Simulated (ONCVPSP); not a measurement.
**An ONCV potential for Er, from input to tests**

Task: generate the file, and judge it by its errors in other configurations, its logarithmic derivatives, its ghosts and its cutoff.

The numbers are computed with ONCVPSP 4.0.1 (PBE, scalar-relativistic, spin-unpolarised reference atom).

## Step 1: Starting point

Typed settings, in words:

```json
{"element": "erbium (Er, Z = 68)", "type": "optimised norm-conserving Vanderbilt (ONCV)", "frozen core": "[Kr]", "valence charge": "32", "reference configuration": "4d10 4f12 5s2 5p6 6s0.5 (charge +1.5)", "partial waves": "5s+6s: rc 1.75 bohr, ncon 4, nbas 8, qcut 6.7 1/bohr, 3 projectors, debl 0.5 Ha; 5p: rc 2.30 bohr, ncon 5, nbas 9, qcut 5.8 1/bohr, 2 projectors, debl 2 Ha; 4d: rc 0.65 bohr, ncon 4, nbas 8, qcut 16.3 1/bohr, 2 projectors, debl 3 Ha; 4f: rc 1.30 bohr, ncon 4, nbas 8, qcut 14.7 1/bohr, 2 projectors, debl 3.6 Ha", "local potential": "polynomial inside 0.45 bohr (lpopt 2, dvloc0 6 Ha)", "core correction": "not asked for"}
```

## Step 2: Generation

The input, Er.dat:

```
# ATOM AND REFERENCE CONFIGURATION
# atsym  z   nc   nv     iexc    psfile
  Er 68.00    8    5        4      upf
#
#   n    l    f
    1    0    2.00
    2    0    2.00
    2    1    6.00
    3    0    2.00
    3    1    6.00
    3    2   10.00
    4    0    2.00
    4    1    6.00
    4    2   10.00
    4    3   12.00
    5    0    2.00
    5    1    6.00
    6    0    0.50
#
# PSEUDOPOTENTIAL AND OPTIMIZATION
# lmax
    3
#
#   l,   rc,      ep,       ncon, nbas, qcut
    0    1.75    0.00    4    8    6.70
    1    2.30    0.00    5    9    5.80
    2    0.65    0.00    4    8   16.30
    3    1.30    0.00    4    8   14.70
#
# LOCAL POTENTIAL
# lloc, lpopt,  rc(5),   dvloc0
    4    2    0.45    6.00
#
# VANDERBILT-KLEINMAN-BYLANDER PROJECTORs
# l, nproj, debl
    0    3    0.50
    1    2    2.00
    2    2    3.00
    3    2    3.60
#
# MODEL CORE CHARGE
# icmod, fcfact, rcfact
    0    0.00    0.00
#
# LOG DERIVATIVE ANALYSIS
# epsh1, epsh2, depsh
   -8.00    5.00    0.04
#
# OUTPUT GRID
# rlmax, drl
    6.00    0.01
#
# TEST CONFIGURATIONS
# ncnf
    4
# nvcnf
#   n    l    f
    5
    4    2   10.00
    4    3   12.00
    5    0    2.00
    5    1    6.00
    6    0    2.00
#
    5
    4    2   10.00
    4    3   12.00
    5    0    2.00
    5    1    6.00
    6    0    1.00
#
    5
    4    2   10.00
    4    3   12.00
    5    0    2.00
    5    1    6.00
    6    0    0.00
#
    6
    4    2   10.00
    4    3   11.00
    5    0    2.00
    5    1    6.00
    6    0    2.00
    5    2    1.00
#
```

Started as:

```
$ oncvpsp.x < Er.dat > Er.out
```

Q: Predict the outcome of this session. Wanted: cutoffs for 1 and 0.1 mHa per electron, occupied waves; bound ghosts; GHOST(+) flags; largest test error; largest phase difference near zero energy, channels read; projector energies reset by the program.

The runs gave:

| quantity | value |
| --- | --- |
| cutoffs for 1 and 0.1 mHa per electron, occupied waves | 127 Ha and 209 Ha |
| bound ghosts | s at -844.02 eV, p at -326.03 eV |
| GHOST(+) flags | s at 400 eV |
| largest test error (AE − PS) | +208 meV, for 4d10 4f11 5s2 5p6 5d1 6s2 |
| largest phase difference near zero energy, channels read | 0.000 rad |
| projector energies reset by the program | d: -6.455, 0.250 Ha |

A bound ghost (s, p) makes it unfit for use: electrons can fall into a state that the atom doesn't have. Close by lies the frozen 4p level (-324.8 eV). The worst unpolarised test, 4d10 4f11 5s2 5p6 5d1 6s2, is off by 208 meV on 6.8 eV; by total energies transferability rates as poor. It counts as very hard, with 127 Ha needed at the looser tolerance. At the looser tolerance the 4d wave is the slowest; 4f needs 85 Ha. Near zero energy the phases of the channels with partial waves agree within 0.001 rad. The program also flags highly localised states, GHOST(+) (s). All of this concerns the isolated atom, not yet a solid.
